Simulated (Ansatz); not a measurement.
# SiH4O3 + HF: a complex and its separated parts, part 2 of 2

Ansatz 0.2.0, Gaussian basis. Earlier steps stand in the parts before.

## 13. CAM-B3LYP-D4/def2-TZVPP

The inputs:

parta/in.yaml

```yaml
crystal:
  periodic: [false, false, false]
  atoms:
    - {symbol: Si, position_ang: [0.375515, -0.239627, -0.302181]}
    - {symbol: H, position_ang: [0.562976, 1.196951, -0.582870]}
    - {symbol: O, position_ang: [1.419110, -0.557321, 0.909016]}
    - {symbol: O, position_ang: [-1.194331, -0.559518, 0.054362]}
    - {symbol: O, position_ang: [0.724855, -1.203448, -1.573573]}
    - {symbol: H, position_ang: [1.596086, -1.477622, 1.112343]}
    - {symbol: H, position_ang: [-1.619490, -0.024299, 0.725536]}
    - {symbol: H, position_ang: [-0.012727, -1.471864, -2.123336]}
basis:
  gaussian: {orbitals: def2-TZVPP}
hamiltonian: {xc: {name: CAM-B3LYP}, dispersion: d4}
```

partb/in.yaml

```yaml
crystal:
  periodic: [false, false, false]
  atoms:
    - {symbol: H, position_ang: [-0.553494, 2.188486, 0.621307]}
    - {symbol: F, position_ang: [-1.298601, 2.148363, 1.159496]}
basis:
  gaussian: {orbitals: def2-TZVPP}
hamiltonian: {xc: {name: CAM-B3LYP}, dispersion: d4}
```

Each run has its own folder and the same command.

Run with:

```
ansatz run in.yaml --threads 4 --pin off --events-out ev --progress --plain --max-ram 9574MiB
```

Output in parta (excerpt; [...] marks lines left out):

```text
Functional definition: CAM-B3LYP
  name "CAM-B3LYP"
  cite "Yanai, Tew & Handy, Chem. Phys. Lett. 393, 51 (2004) doi:10.1016/j.cplett.2004.06.011"
  cite "Iikura, Tsuneda, Yanai & Hirao, J. Chem. Phys. 115, 3540 (2001) doi:10.1063/1.1383587"
  cite "Becke, Phys. Rev. A 38, 3098 (1988) doi:10.1103/PhysRevA.38.3098"
  cite "Lee, Yang & Parr, Phys. Rev. B 37, 785 (1988) doi:10.1103/PhysRevB.37.785"
[...]
  # Exact exchange under (alpha + beta erf(omega r))/r, Becke's under what is left of 1/r.
[...]
980 factors; their error is unknown
237 factors; integrals over basis functions are off by at most 1.0e-5 eV
[...]
mean field -14089.77529859 eV, -517.7896918304 hartree, gradient 1.4e-5 eV, S^2 0.000000; 0 other end points of the search recorded, 0 dependent functions left out
reference -14089.77540864 eV, -517.7896958748 hartree; 21, 21 occupied and 170, 170 virtual orbitals, 980 factors
Total energy: -14089.88472194 eV, -517.7937130644 hartree
```

Output in partb (excerpt; [...] marks lines left out):

```text
[... 6 set-up lines as earlier in the session ...]
[...]
  # Exact exchange under (alpha + beta erf(omega r))/r, Becke's under what is left of 1/r.
[...]
215 factors; their error is unknown
48 factors; integrals over basis functions are off by at most 4.9e-5 eV
[...]
mean field -2733.85902608 eV, -100.4674661321 hartree, gradient 6.2e-5 eV, S^2 0.000000; 0 other end points of the search recorded, 0 dependent functions left out
reference -2733.85907021 eV, -100.4674677540 hartree; 5, 5 occupied and 40, 40 virtual orbitals, 215 factors
Total energy: -2733.86051052 eV, -100.4675206846 hartree
```

Times: 1.6 s (parta), 0.15 s (partb) on 4 threads of Arm Neoverse V2, shared host.

## 14. wB97X-V/def2-TZVPP

Each input of step 13 (parta, partb) changes in the same lines:

```diff
-hamiltonian: {xc: {name: CAM-B3LYP}, dispersion: d4}
+hamiltonian: {xc: {name: wB97X-V}}
```

One command serves all of them, each in its own folder.

Run with:

```
ansatz run in.yaml --threads 4 --pin off --events-out ev --progress --plain --max-ram 9574MiB
```

parta printed (excerpt; [...] marks lines left out):

```text
Functional definition: wB97X-V
  name "wB97X-V"
  cite "Mardirossian & Head-Gordon, Phys. Chem. Chem. Phys. 16, 9904 (2014) doi:10.1039/C3CP54374A"
[... 2 set-up lines as earlier in the session ...]
[...]
      + integral(e_c_pw_opposite_spin*poly(b97_u_opposite, cos0, cos1)) + vv10(b, c)
980 factors; their error is unknown
217 factors; integrals over basis functions are off by at most 1.1e-5 eV
[...]
mean field -14087.95557288 eV, -517.7228181440 hartree, gradient 8.6e-5 eV, S^2 0.000000; 0 other end points of the search recorded, 0 dependent functions left out
reference -14087.95557115 eV, -517.7228180806 hartree; 21, 21 occupied and 170, 170 virtual orbitals, 980 factors
Total energy: -14087.95557115 eV, -517.7228180806 hartree
```

Output in partb (excerpt; [...] marks lines left out):

```text
[... 5 set-up lines as earlier in the session ...]
[...]
      + integral(e_c_pw_opposite_spin*poly(b97_u_opposite, cos0, cos1)) + vv10(b, c)
215 factors; their error is unknown
48 factors; integrals over basis functions are off by at most 2.2e-5 eV
[...]
mean field -2733.49560645 eV, -100.4541107072 hartree, gradient 1.0e-5 eV, S^2 0.000000; 0 other end points of the search recorded, 0 dependent functions left out
reference -2733.49560586 eV, -100.4541106854 hartree; 5, 5 occupied and 40, 40 virtual orbitals, 215 factors
Total energy: -2733.49560586 eV, -100.4541106854 hartree
```

Wall times: 3.5 s (parta), 0.25 s (partb) on 4 threads of Arm Neoverse V2, shared host.

## 15. wB97M-V/def2-TZVPP

Each input of step 14 (parta, partb) changes in the same lines:

```diff
-hamiltonian: {xc: {name: wB97X-V}}
+hamiltonian: {xc: {name: wB97M-V}}
```

Each run has its own folder and the same command.

Run with:

```
ansatz run in.yaml --threads 4 --pin off --events-out ev --progress --plain --max-ram 9574MiB
```

Output in parta (excerpt; [...] marks lines left out):

```text
Functional definition: wB97M-V
  name "wB97M-V"
  cite "Mardirossian & Head-Gordon, J. Chem. Phys. 144, 214110 (2016) doi:10.1063/1.4952647"
[... 2 set-up lines as earlier in the session ...]
  # Of w^i u^j: cxij and so on, Table III.
[...]
  gx(w, u) = 1 - cx + cx01*u + cx10*w
[...]
      + integral(e_c_pw_mod_opposite_spin*gos(b97_w_opposite, b97_u_opposite)) + vv10(b, c)
980 factors; their error is unknown
217 factors; integrals over basis functions are off by at most 1.1e-5 eV
[...]
mean field -14089.02631163 eV, -517.7621670673 hartree, gradient 7.0e-5 eV, S^2 0.000000; 0 other end points of the search recorded, 0 dependent functions left out
reference -14089.02635394 eV, -517.7621686224 hartree; 21, 21 occupied and 170, 170 virtual orbitals, 980 factors
Total energy: -14089.02635394 eV, -517.7621686224 hartree
```

Output in partb (excerpt; [...] marks lines left out):

```text
[... 5 set-up lines as earlier in the session ...]
  # Of w^i u^j: cxij and so on, Table III.
[...]
  gx(w, u) = 1 - cx + cx01*u + cx10*w
[...]
      + integral(e_c_pw_mod_opposite_spin*gos(b97_w_opposite, b97_u_opposite)) + vv10(b, c)
215 factors; their error is unknown
48 factors; integrals over basis functions are off by at most 2.2e-5 eV
[...]
mean field -2733.67553234 eV, -100.4607228617 hartree, gradient 1.2e-5 eV, S^2 0.000000; 0 other end points of the search recorded, 0 dependent functions left out
reference -2733.67554701 eV, -100.4607234006 hartree; 5, 5 occupied and 40, 40 virtual orbitals, 215 factors
Total energy: -2733.67554701 eV, -100.4607234006 hartree
```

They took 4.3 s (parta), 0.25 s (partb) on 4 threads of Arm Neoverse V2, shared host.

## 16. B2PLYP/def2-TZVPP

The same edit goes into each in.yaml of step 15 (parta, partb):

```diff
-hamiltonian: {xc: {name: wB97M-V}}
+hamiltonian: {xc: {name: B2PLYP}}
```

One command serves all of them, each in its own folder.

Run with:

```
ansatz run in.yaml --threads 4 --pin off --events-out ev --progress --plain --max-ram 9574MiB
```

parta printed (excerpt; [...] marks lines left out):

```text
Functional definition: B2PLYP
  name "B2PLYP"
  cite "Grimme, J. Chem. Phys. 124, 034108 (2006) doi:10.1063/1.2148954"
[... 2 set-up lines as earlier in the session ...]
[...]
1163 factors; integrals over basis functions are off by at most 9.1e-4 eV
[...]
mean field -14076.88503417 eV, -517.3159833505 hartree, gradient 8.8e-6 eV, S^2 0.000000; 0 other end points of the search recorded, 0 dependent functions left out
8 core orbitals not correlated: weight in the atoms' cores, before any rotation towards them, 1.000 or more for the frozen orbitals, at most 0.000 for the correlated occupied ones
reference -14076.88517483 eV, -517.3159885194 hartree; 13, 13 occupied and 170, 170 virtual orbitals, 1163 factors
second order -27.44340393 eV of doubles, -0.00000000 eV of singles
Total energy: -14084.29489389 eV, -517.5882906725 hartree
```

partb printed (excerpt; [...] marks lines left out):

```text
[... 5 set-up lines as earlier in the session ...]
[...]
287 factors; integrals over basis functions are off by at most 1.0e-3 eV
[...]
mean field -2730.72525073 eV, -100.3523020122 hartree, gradient 1.4e-6 eV, S^2 0.000000; 0 other end points of the search recorded, 0 dependent functions left out
1 core orbitals not correlated: weight in the atoms' cores, before any rotation towards them, 1.000 or more for the frozen orbitals, at most 0.000 for the correlated occupied ones
reference -2730.72530743 eV, -100.3523040959 hartree; 4, 4 occupied and 40, 40 virtual orbitals, 287 factors
second order -8.59399056 eV of doubles, -0.00000000 eV of singles
Total energy: -2733.04568488 eV, -100.4375763944 hartree
```

Wall times: 2.4 s (parta), 0.2 s (partb) on 4 threads of Arm Neoverse V2, shared host.

## 17. PBE-QIDH/def2-TZVPP

Each input of step 16 (parta, partb) changes in the same lines:

```diff
-hamiltonian: {xc: {name: B2PLYP}}
+hamiltonian: {xc: {name: PBE-QIDH}}
```

One command serves all of them, each in its own folder.

Run with:

```
ansatz run in.yaml --threads 4 --pin off --events-out ev --progress --plain --max-ram 9574MiB
```

Output in parta (excerpt; [...] marks lines left out):

```text
Functional definition: PBE-QIDH
  name "PBE-QIDH"
  cite "Brémond, Sancho-García, Pérez-Jiménez & Adamo, J. Chem. Phys. 141, 031101 (2014) doi:10.1063/1.4890314"
[... 1 set-up line as earlier in the session ...]
[...]
1163 factors; integrals over basis functions are off by at most 9.1e-4 eV
[...]
mean field -14069.98471326 eV, -517.0624012342 hartree, gradient 8.9e-6 eV, S^2 0.000000; 0 other end points of the search recorded, 0 dependent functions left out
8 core orbitals not correlated: weight in the atoms' cores, before any rotation towards them, 1.000 or more for the frozen orbitals, at most 0.000 for the correlated occupied ones
reference -14069.98472360 eV, -517.0624016140 hartree; 13, 13 occupied and 170, 170 virtual orbitals, 1163 factors
second order -25.56285823 eV of doubles, -0.00000000 eV of singles
Total energy: -14078.50567634 eV, -517.3755408516 hartree
```

Log of partb (excerpt; [...] marks lines left out):

```text
[... 4 set-up lines as earlier in the session ...]
[...]
287 factors; integrals over basis functions are off by at most 1.0e-3 eV
[...]
mean field -2728.92252222 eV, -100.2860529614 hartree, gradient 3.8e-6 eV, S^2 0.000000; 0 other end points of the search recorded, 0 dependent functions left out
1 core orbitals not correlated: weight in the atoms' cores, before any rotation towards them, 1.000 or more for the frozen orbitals, at most 0.000 for the correlated occupied ones
reference -2728.92252557 eV, -100.2860530846 hartree; 4, 4 occupied and 40, 40 virtual orbitals, 287 factors
second order -8.07149901 eV of doubles, -0.00000000 eV of singles
Total energy: -2731.61302524 eV, -100.3849271237 hartree
```

Wall times: 2.4 s (parta), 0.2 s (partb) on 4 threads of Arm Neoverse V2, shared host.

## 18. RPA on PBE/def2-TZVPP

Each input of step 17 (parta, partb) changes in the same lines:

```diff
-hamiltonian: {xc: {name: PBE-QIDH}}
+hamiltonian: {xc: pbe}
+correlation: {method: rpa}
```

Each run has its own folder and the same command.

Run with:

```
ansatz run in.yaml --threads 4 --pin off --events-out ev --progress --plain --max-ram 9574MiB
```

Log of parta (excerpt; [...] marks lines left out):

```text
[... 4 set-up lines as earlier in the session ...]
[...]
1163 factors; integrals over basis functions are off by at most 9.1e-4 eV
[...]
mean field -14080.58475933 eV, -517.4519457422 hartree, gradient 2.6e-6 eV, S^2 0.000000; 0 other end points of the search recorded, 0 dependent functions left out
8 core orbitals not correlated: weight in the atoms' cores, before any rotation towards them, 1.000 or more for the frozen orbitals, at most 0.000 for the correlated occupied ones
reference -14043.49853210 eV, -516.0890520293 hartree; 13, 13 occupied and 170, 170 virtual orbitals, 1163 factors
Total energy: -14078.95207049 eV, -517.3919455340 hartree
```

Log of partb (excerpt; [...] marks lines left out):

```text
[... 4 set-up lines as earlier in the session ...]
[...]
287 factors; integrals over basis functions are off by at most 1.0e-3 eV
[...]
mean field -2731.84356372 eV, -100.3933992568 hartree, gradient 9.2e-7 eV, S^2 0.000000; 0 other end points of the search recorded, 0 dependent functions left out
1 core orbitals not correlated: weight in the atoms' cores, before any rotation towards them, 1.000 or more for the frozen orbitals, at most 0.000 for the correlated occupied ones
reference -2722.68127758 eV, -100.0566914513 hartree; 4, 4 occupied and 40, 40 virtual orbitals, 287 factors
Total energy: -2733.63265453 eV, -100.4591471312 hartree
```

Times: 2.3 s (parta), 0.2 s (partb) on 4 threads of Arm Neoverse V2, shared host.

## 19. CCSD(T)/def2-TZVPP

The same edit goes into each in.yaml of step 18 (parta, partb):

```diff
-hamiltonian: {xc: pbe}
-correlation: {method: rpa}
+correlation: {method: ccsd_t}
```

The same command starts each run, in its folder.

Run with:

```
ansatz run in.yaml --threads 4 --pin off --events-out ev --progress --plain --max-ram 9574MiB
```

Log of parta (excerpt; [...] marks lines left out):

```text
Functional definition: HF
  name "HF"
  cite "Fock, Z. Phys. 61, 126 (1930) doi:10.1007/BF01340294"
[... 1 set-up line as earlier in the session ...]
[...]
1163 factors; integrals over basis functions are off by at most 9.1e-4 eV
[...]
mean field -14044.86348546 eV, -516.1392131401 hartree, gradient 1.8e-6 eV, S^2 0.000000; 0 other end points of the search recorded, 0 dependent functions left out
8 core orbitals not correlated: weight in the atoms' cores, before any rotation towards them, 1.000 or more for the frozen orbitals, at most 0.000 for the correlated occupied ones
reference -14044.86348546 eV, -516.1392131401 hartree; 13, 13 occupied and 170, 170 virtual orbitals, 1163 factors
second order -22.92726396 eV of doubles, -0.00000000 eV of singles
cycle   1  -22.77942186 eV  change    1.5e-1 eV  update   9.2e-2
[...]
cycle   9  -23.34083218 eV  change    3.2e-6 eV  update   1.1e-5
perturbative correction -0.78714524 eV, -0.0289270539 hartree
Total energy: -14068.99146288 eV, -517.0258999558 hartree
```

Log of partb (excerpt; [...] marks lines left out):

```text
[... 4 set-up lines as earlier in the session ...]
[...]
287 factors; integrals over basis functions are off by at most 1.0e-3 eV
[...]
mean field -2722.91273603 eV, -100.0651973926 hartree, gradient 4.5e-6 eV, S^2 0.000000; 0 other end points of the search recorded, 0 dependent functions left out
1 core orbitals not correlated: weight in the atoms' cores, before any rotation towards them, 1.000 or more for the frozen orbitals, at most 0.000 for the correlated occupied ones
reference -2722.91273603 eV, -100.0651973926 hartree; 4, 4 occupied and 40, 40 virtual orbitals, 287 factors
second order -7.36483102 eV of doubles, -0.00000000 eV of singles
cycle   1  -7.29619823 eV  change    6.9e-2 eV  update   3.9e-2
[...]
cycle   8  -7.43087508 eV  change    8.3e-7 eV  update   3.3e-6
perturbative correction -0.17033537 eV, -0.0062597093 hartree
Total energy: -2730.51394648 eV, -100.3445367241 hartree
```

Wall times: 28 s (parta), 0.2 s (partb) on 4 threads of Arm Neoverse V2, shared host; peak memory 2.2 GiB.

## 20. Vibrations of SiH4O3

vib-parta/in.yaml reads:

```yaml
crystal:
  periodic: [false, false, false]
  atoms:
    - {symbol: Si, position_ang: [0.375515, -0.239627, -0.302181]}
    - {symbol: H, position_ang: [0.562976, 1.196951, -0.582870]}
    - {symbol: O, position_ang: [1.419110, -0.557321, 0.909016]}
    - {symbol: O, position_ang: [-1.194331, -0.559518, 0.054362]}
    - {symbol: O, position_ang: [0.724855, -1.203448, -1.573573]}
    - {symbol: H, position_ang: [1.596086, -1.477622, 1.112343]}
    - {symbol: H, position_ang: [-1.619490, -0.024299, 0.725536]}
    - {symbol: H, position_ang: [-0.012727, -1.471864, -2.123336]}
basis:
  gaussian: {orbitals: def2-TZVP}
hamiltonian: {xc: pbe0, dispersion: d4}
phonons: {temperatures: {t_min: 298.15, t_max: 900, t_step: 200}}
```

Run with:

```
ansatz run in.yaml --threads 4 --pin off --events-out ev --progress --plain --max-ram 9574MiB
```

The log of the run (excerpt; [...] marks lines left out):

```text
[... 5 set-up lines as earlier in the session ...]
[...]
897 factors; their error is unknown
[...]
mean field -14081.27505116 eV, -517.4773134991 hartree, gradient 4.5e-5 eV, S^2 0.000000; 0 other end points of the search recorded, 0 dependent functions left out
[...]
Atom 5 at     1.596086    -1.477622     1.112343 Å, force    -0.000130     0.001498    -0.000254 eV/Å
Atom 6 at    -1.619490    -0.024299     0.725536 Å, force     0.002054    -0.002192    -0.003023 eV/Å
Atom 7 at    -0.012727    -1.471864    -2.123336 Å, force     0.000335     0.000011    -0.000198 eV/Å
Dipole moment:    -0.317230    -0.096192     0.089326 e Å
Vibrations: 180.38 230.90 248.75 318.08 367.30 394.93 767.81 782.65 819.63 842.45 859.36 909.34 973.38 995.30 2275.69 3915.36 3927.10 3928.49 cm⁻¹, zero-point energy 1.409507 eV
```

Run time: 49 s. Hardware: 4 threads of Arm Neoverse V2, shared host.

The modes, with what each moves most:

```tsv
mode	wavenumber (cm⁻¹)	character
1	180	torsion
2	231	torsion
3	249	torsion
4	318	bend with torsion
5	367	torsion with bend
6	395	torsion with bend
7	768	bend
8	783	bend with Si–O stretch
9	820	bend
10	842	Si–O stretch with bend
11	859	bend with Si–O stretch
12	909	bend with torsion
13	973	Si–O stretch with bend
14	995	Si–O stretch
15	2276	Si–H stretch
16	3915	O–H stretch
17	3927	O–H stretch
18	3928	O–H stretch
```

Vibrational sums (real modes only):

```tsv
T (K)	entropy (J/mol/K)	heat capacity (J/mol/K)
298	44.6	60.7
498	82.9	87.8
698	115.0	101.8
898	141.8	110.5
```

## 21. Vibrations of HF

vib-partb/in.yaml reads:

```yaml
crystal:
  periodic: [false, false, false]
  atoms:
    - {symbol: H, position_ang: [-0.553494, 2.188486, 0.621307]}
    - {symbol: F, position_ang: [-1.298601, 2.148363, 1.159496]}
basis:
  gaussian: {orbitals: def2-TZVP}
hamiltonian: {xc: pbe0, dispersion: d4}
phonons: {temperatures: {t_min: 298.15, t_max: 900, t_step: 200}}
```

Run with:

```
ansatz run in.yaml --threads 4 --pin off --events-out ev --progress --plain --max-ram 9574MiB
```

The log of the run (excerpt; [...] marks lines left out):

```text
[... 5 set-up lines as earlier in the session ...]
[...]
200 factors; their error is unknown
[...]
mean field -2731.80169995 eV, -100.3918607914 hartree, gradient 6.9e-6 eV, S^2 0.000000; 0 other end points of the search recorded, 0 dependent functions left out
[...]
reference -2731.80152364 eV, -100.3918543123 hartree; 5, 5 occupied and 32, 32 virtual orbitals, 200 factors
Total energy: -2731.80322167 eV, -100.3919167136 hartree
Atom 0 at    -0.553494     2.188486     0.621307 Å, force     0.001503     0.000081    -0.001086 eV/Å
Atom 1 at    -1.298601     2.148363     1.159496 Å, force    -0.001503    -0.000081     0.001086 eV/Å
Dipole moment:     0.324611     0.017480    -0.234466 e Å
Vibrations: 4153.33 cm⁻¹, zero-point energy 0.257474 eV
```

Run time: 0.8 s. Hardware: 4 threads of Arm Neoverse V2, shared host.

Wavenumbers and character of the modes:

```tsv
mode	wavenumber (cm⁻¹)	character
1	4153	F–H stretch
```

Vibrational sums (real modes only):

```tsv
T (K)	entropy (J/mol/K)	heat capacity (J/mol/K)
298	0.0	0.0
498	0.0	0.0
698	0.0	0.1
898	0.1	0.5
```

## 22. Complex less separated parts

The complex's own energies come from single points at the same levels.

Rows are in def2-TZVPP; times add the 3 runs of a level on a shared host, so small differences are noise.

Differences are taken before rounding.

```tsv
method	rung	complex less parts (kJ/mol)	from CCSD(T) (kJ/mol)	time
SPW92	LDA	-34.6	-19.1	1.6 s
PBE-D4	GGA	-22.7	-7.2	2.7 s
BLYP-D4	GGA	-20.2	-4.6	2.6 s
r2SCAN-D4	meta-GGA	-21.3	-5.8	5.4 s
B97M-V	meta-GGA	-22.1	-6.6	10 s
PBE0-D4	hybrid	-19.5	-4.0	3.6 s
B3LYP-D4	hybrid	-19.0	-3.5	3.5 s
r2SCAN0-D4	hybrid	-19.4	-3.9	6.2 s
BHLYP-D4	hybrid	-17.9	-2.4	3.4 s
CAM-B3LYP-D4	range-separated hybrid	-20.6	-5.1	3.8 s
wB97X-V	range-separated hybrid	-18.6	-3.1	9.2 s
wB97M-V	range-separated hybrid	-19.5	-4.0	11 s
B2PLYP	double hybrid	-15.2	+0.4	6.4 s
PBE-QIDH	double hybrid	-15.7	-0.1	6.5 s
RPA on PBE	RPA	-12.1	+3.4	6.4 s
Hartree-Fock	wavefunction	-4.6	+10.9	
MP2	wavefunction	-15.2	+0.4	
CCSD	wavefunction	-13.6	+1.9	
CCSD(T)	wavefunction	-15.5	0	2.6 min
```

Among the levels timed on like hardware and quicker than the yardstick, those that no quicker one beats, quickest first: SPW92 (1.6 s, -19.1 kJ/mol); BLYP-D4 (2.6 s, -4.6 kJ/mol); BHLYP-D4 (3.4 s, -2.4 kJ/mol); B2PLYP (6.4 s, +0.4 kJ/mol); PBE-QIDH (6.5 s, -0.1 kJ/mol).

For cost: PBE-QIDH gets within 0.1 kJ/mol in 6.5 s, where CCSD(T) took 2.6 min; the quickest level in the cost chart, SPW92, takes 1.6 s and misses by 19.1 kJ/mol.

The complex's zero-point energy, from a separate PBE0-D4 run, is 1.732 eV.

## 23. Summary of results

This closing draws on all 2 parts.

| quantity | value |
| --- | --- |
| complex less parts, CCSD(T)/def2-TZVPP | -15.5 kJ/mol |
| with zero-point energy | -9.2 kJ/mol |
| largest T1 diagnostic | 0.011 |

At CCSD(T) the complex lies 15.5 kJ/mol below its parts. PBE-QIDH is the best functional here (-0.1 kJ/mol from CCSD(T)); SPW92 is the worst (-19.1 kJ/mol). By rung, the mean size of the error is: LDA 19.1, GGA 5.9, meta-GGA 6.2, hybrid 3.4, range-separated hybrid 4.1, double hybrid 0.3 kJ/mol. PBE-D4 gives a relative energy 7.2 kJ/mol too low, outside chemical accuracy (1 kcal/mol, 4.2 kJ/mol). No counterpoise was applied, and triple zeta lacks some correlation, so the CCSD(T) reference has a basis error of its own, and close matches with it are partly luck.
